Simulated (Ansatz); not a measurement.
# Cl6Mo: the cost of one run

All numbers below are computed with Ansatz 0.2.0 (RKS PBE/def2-SVP).

### 1 The starting structure

Bond lengths: Mo1–Cl2 2.310 Å, Mo1–Cl3 2.310 Å, Mo1–Cl4 2.310 Å, Mo1–Cl5 2.310 Å, Mo1–Cl6 2.310 Å, Mo1–Cl7 2.310 Å. Angles (14 of 15 angles, heavy atoms first): Cl2–Mo1–Cl3 90.0°, Cl2–Mo1–Cl4 90.0°, Cl2–Mo1–Cl5 90.0°, Cl2–Mo1–Cl6 90.0°, Cl2–Mo1–Cl7 180.0°, Cl3–Mo1–Cl4 90.0°, Cl3–Mo1–Cl5 180.0°, Cl3–Mo1–Cl6 90.0°, Cl3–Mo1–Cl7 90.0°, Cl4–Mo1–Cl5 90.0°, Cl4–Mo1–Cl6 180.0°, Cl4–Mo1–Cl7 90.0°, Cl5–Mo1–Cl6 90.0°, Cl5–Mo1–Cl7 90.0°.

Coordinates:

```xyz
7

Mo    0.0000    0.0000    0.0000
Cl    0.0000    0.0000    2.3100
Cl    2.3100    0.0000    0.0000
Cl    0.0000    2.3100    0.0000
Cl   -2.3100    0.0000    0.0000
Cl    0.0000   -2.3100    0.0000
Cl    0.0000    0.0000   -2.3100
```

### 2 Preparing the start

input.yaml

```yaml
crystal:
  periodic: [false, false, false]
  atoms:
    - { symbol: Mo, position_ang: [0.0, 0.0, 0.0] }
    - { symbol: Cl, position_ang: [0.0, 0.0, 2.31] }
    - { symbol: Cl, position_ang: [2.31, 0.0, 0.0] }
    - { symbol: Cl, position_ang: [0.0, 2.31, 0.0] }
    - { symbol: Cl, position_ang: [-2.31, 0.0, 0.0] }
    - { symbol: Cl, position_ang: [0.0, -2.31, 0.0] }
    - { symbol: Cl, position_ang: [0.0, 0.0, -2.31] }
basis:
  gaussian: { orbitals: def2-SVP }
hamiltonian:
  xc: pbe
relax:
  f_tol: 0.02
  max_steps: 40
```

Launch:

```sh
$ ansatz run input.yaml --threads 4 --pin off --max-ram 5120MiB --backend cpu --events-out ev --progress --plain --runs-dir out
```

Q: Estimate wall time and peak memory on 4 threads of Arm Neoverse V2, shared host.

About 8.1 s, with a peak of 0.24 GiB.
